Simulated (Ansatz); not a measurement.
ClH₂NSi, SMILES N[Si]Cl, the interaction energy of a dimer with the counterpoise correction

Program: Ansatz 0.2.0, Python API.

At the Python prompt:
```pycon
>>> import ansatz as az
>>> FIRST = [
...     ("N", (0.0148, 0.8485, -0.112)),
...     ("Si", (0.4043, -0.1929, 1.1131)),
...     ("Cl", (0.0162, -2.0643, 0.3671)),
...     ("H", (-0.9326, 0.7423, -0.3836)),
...     ("H", (0.4971, 0.6663, -0.9845)),
... ]
>>> SECOND = [
...     ("N", (2.5688, -2.2284, -1.8458)),
...     ("Si", (2.8984, -0.624, -1.6125)),
...     ("Cl", (1.6786, 0.3689, -2.9299)),
...     ("H", (2.7367, -2.4947, -2.7857)),
...     ("H", (1.5917, -2.4744, -1.7372)),
... ]
>>> def energy(atoms, ghosts=()):
...     molecule = az.Crystal.molecule()
...     for symbol, xyz in atoms:
...         molecule = molecule.atom(symbol, xyz)
...     calc = (
...         molecule.calculation()
...         .basis(gaussian="def2-SVP")
...         .functional("PBE")
...         .accuracy("medium")
...     )
...     deck = calc.input()
...     if ghosts:
...         deck = deck.set(az.key.basis.gaussian.ghost_atoms, [{"symbol": s, "position_ang": list(xyz)} for s, xyz in ghosts])
...     return az.Session.from_dict(deck).plan().execute().report["free_energy_ev"]
...
>>> # ghost atoms carry the functions of the partner
>>> both = energy(FIRST + SECOND)
>>> alone = energy(FIRST) + energy(SECOND)
>>> ghosted = energy(FIRST, SECOND) + energy(SECOND, FIRST)
>>> print(f"dimer {both:.6f} eV")
dimer -43809.057381 eV
>>> print(f"interaction, uncorrected   {23.060548 * (both - alone):8.3f} kcal/mol")
interaction, uncorrected     -1.467 kcal/mol
>>> print(f"interaction, counterpoise  {23.060548 * (both - ghosted):8.3f} kcal/mol")
interaction, counterpoise     1.447 kcal/mol
>>> print(f"basis-set superposition    {23.060548 * (alone - ghosted):8.3f} kcal/mol")
basis-set superposition       2.914 kcal/mol
```

Uncorrected it is -1.467 kcal/mol, with the counterpoise correction 1.447 kcal/mol; the difference, 2.91 kcal/mol, is the superposition error. The sign changes with the correction, so this basis doesn't settle it.

Caveats:
- These settings explore the input space; basis and method may be short of convergence.
- The dimer is a generated trial pose of unrelaxed monomers, not a minimum, so the figure is no binding energy, and the basis set is small.
- This level lacks the dispersion part of the attraction (electrostatics and induction are there), which can decide the sign where the interaction is weak.
- Run time: 10 s on 1 thread of Arm Neoverse V2 (shared host), peak memory 0.22 GiB.
